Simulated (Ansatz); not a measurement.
This script drives Ansatz 0.2.0, Python API.

Script `h5o2si2_scan.py`:
```python
'''Stretching a bond of H5O2Si2, the rest held rigid.'''

import ansatz as az
from ase import Atoms
import numpy as np

atoms = Atoms(['O', 'Si', 'O', 'Si', 'H', 'H', 'H', 'H', 'H'], positions=[
    (-1.788, 1.143, 0.9128),
    (-0.378, 1.0672, 0.1371),
    (-0.1054, -0.5224, -0.1815),
    (1.1454, -1.4362, -0.934),
    (-2.1776, 0.3359, 1.2114),
    (0.6794, 1.6416, 1.012),
    (-0.395, 1.8219, -1.1326),
    (2.4167, -1.2394, -0.263),
    (0.6911, -2.8578, -0.7793),
])
molecule = az.Crystal.molecule_from_ase(atoms)

symbols = [site.symbol for site in molecule.cartesian_sites]
start = np.array([site.position_ang for site in molecule.cartesian_sites])
axis = (start[2] - start[1]) / np.linalg.norm(start[2] - start[1])
moving = [2, 3, 7, 8]
lengths, energies = [1.4, 1.51, 1.64, 1.81, 2.05, 2.47, 2.96, 3.62], []
for length in lengths:
    xyz = start.copy()
    xyz[moving] += (length - np.linalg.norm(start[2] - start[1])) * axis
    point = az.Crystal.molecule()
    for symbol, place in zip(symbols, xyz):
        point = point.atom(symbol, place.tolist())
    calc = point.calculation()
    calc = calc.basis(gaussian='6-31G*')
    calc = calc.functional('r2scan', dispersion='d3bj')
    calc = calc.spin('collinear', total=1)
    rep = calc.run(threads=1, pin='off').report
    energies.append(rep['free_energy_ev'])
    print(f'r = {length:6.3f} A  E = {energies[-1]:.5f} eV  <S^2> = {abs(rep["mean_field"]["state"]["spin_squared"]):.3f}')

print('energy above the lowest point (eV):', [round(e - min(energies), 3) for e in energies])
```

It is started by `python h5o2si2_scan.py`. Estimate its wall time and peak memory on 1 thread of Arm Neoverse V2, on a shared host.

It took about 92 s, with a peak of 0.3 GiB, for 8 runs of the engine.

```console
$ python h5o2si2_scan.py
DeckWarning: the engine holds no damping parameters fitted to this dispersion correction and functional, so the run takes those fitted to r2scan beside the three-body term, which d3bj leaves out (hamiltonian.dispersion, under Limitations)
r =  1.400 A  E = -19925.92616 eV  <S^2> = 0.752
r =  1.510 A  E = -19927.18045 eV  <S^2> = 0.752
r =  1.640 A  E = -19927.62521 eV  <S^2> = 0.752
r =  1.810 A  E = -19927.36098 eV  <S^2> = 0.752
r =  2.050 A  E = -19926.39126 eV  <S^2> = 0.752
r =  2.470 A  E = -19924.59425 eV  <S^2> = 0.755
r =  2.960 A  E = -19923.36570 eV  <S^2> = 0.914
r =  3.620 A  E = -19923.06595 eV  <S^2> = 0.980
energy above the lowest point (eV): [1.699, 0.445, 0.0, 0.264, 1.234, 3.031, 4.26, 4.559]
```
(Warnings from the package without file and line.)

Total energies depend on the basis set; only differences at equal settings carry meaning. The rest of the molecule is held rigid at a force-field or estimated start geometry, and the basis set is modest; single-reference methods fail as a bond breaks. The species is open-shell (spin multiplicity 2). The expectation value of S² is noticeably off S(S+1) in at least one run, so that state is spin-contaminated. A dispersion term here runs with damping parameters fitted for another variant or functional.

(Lines on the test bed's own set-up are left out of the output.)
